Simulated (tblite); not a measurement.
# C4H11AlCl3N: the cost of one run

Computed with tblite 0.8.0 and PySCF 2.14.0, with density-fitted response routines of our own, on a single molecule in the gas phase. Atoms are numbered from 0 throughout.

## 1. The molecule as given

20 atoms, charge 0, multiplicity 1; geometry from: force field or distance geometry start.

Bonds of the start (Å): C0–N1 1.46, N1–C2 1.45, N1–C3 1.43, N1–Al4 1.90, Al4–C5 2.00, C5–Cl6 1.78, C5–Cl7 1.76, C5–Cl8 1.79, C0–H9 1.12, C0–H10 1.10, C0–H11 1.10, C2–H12 1.12, C2–H13 1.11, C2–H14 1.12, C3–H15 1.10, C3–H16 1.11, C3–H17 1.10, Al4–H18 1.59, Al4–H19 1.61.

## 2. Geometry optimisation with GFN2-xTB

The job: settings as JSON, then the geometry in Å.

```
{"job": {"kind": "relax", "xc": "GFN2-xTB", "basis": "xTB"}, "charge": 0, "multiplicity": 1}
C      0.012900     1.085800    -1.009700
N     -0.637100     0.112600    -0.139400
C     -1.742100     0.698700     0.603600
C     -1.178500    -0.883500    -1.004600
Al     0.631900    -0.486800     1.139200
C      2.490800    -0.564500     0.418200
Cl     3.538500    -1.002500     1.793500
Cl     2.669000    -1.693800    -0.925500
Cl     2.910200     1.095700    -0.097900
H     -0.765700     1.440300    -1.738500
H      0.839900     0.552800    -1.509800
H      0.404600     1.918700    -0.399500
H     -1.709000     0.282900     1.640400
H     -2.714400     0.396300     0.166700
H     -1.627200     1.814900     0.660200
H     -1.321300    -0.411200    -1.987700
H     -2.190000    -1.146800    -0.627400
H     -0.578700    -1.804800    -1.113100
H      0.228000    -1.906000     1.730200
H      0.732900     0.511800     2.398100
```

Launch:

```
$ OMP_NUM_THREADS=1 python probes_run.py task.json out
```

One launch serves the whole session: the jobs run in the order shown.

**Question.** How long does this first job take on 1 thread of Intel Xeon at 2.50GHz, shared host?

About 6.9 s.
